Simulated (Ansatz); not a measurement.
# NTi: the cost of one run

Computed with Ansatz 0.2.0, Gaussian basis. Level: def2-QZVPP, core rule «outside noble gas», up to 10 orbitals frozen.

Plan: UHF; ROHF; CCSD(T) on UHF.

**1. The geometry**

The geometry is a PBE0/def2-TZVP stationary point (not a proven minimum) of the parent state, kept for this charge and spin.

2 atoms, charge 0, spin multiplicity 6.

Atoms are counted from 1 here; the program's logs count them from 0.

Bond lengths: Ti1–N2 1.646 Å.

**2. UHF**

in.yaml reads:

```yaml
crystal:
  periodic: [false, false, false]
  atoms:
    - {symbol: Ti, position_ang: [0.000000, 0.000000, 0.000000]}
    - {symbol: N, position_ang: [0.000000, 0.000000, 1.646400]}
basis:
  gaussian: {orbitals: "def2-QZVPP.json"}
magnetization: {spin_polarized: true, initial_magnetization: 5}
hamiltonian: {xc: hf}
output: {orbitals: {seedname: orbitals}}
```

Command:

```sh
> ansatz run in.yaml --threads 1 --pin off --events-out ev --progress --plain --max-ram 3968MiB --backend cpu
```

Q: Estimate wall time and peak memory on 1 thread of AMD EPYC 7R13, shared host.

About 40 s, with a peak of 0.37 GiB.
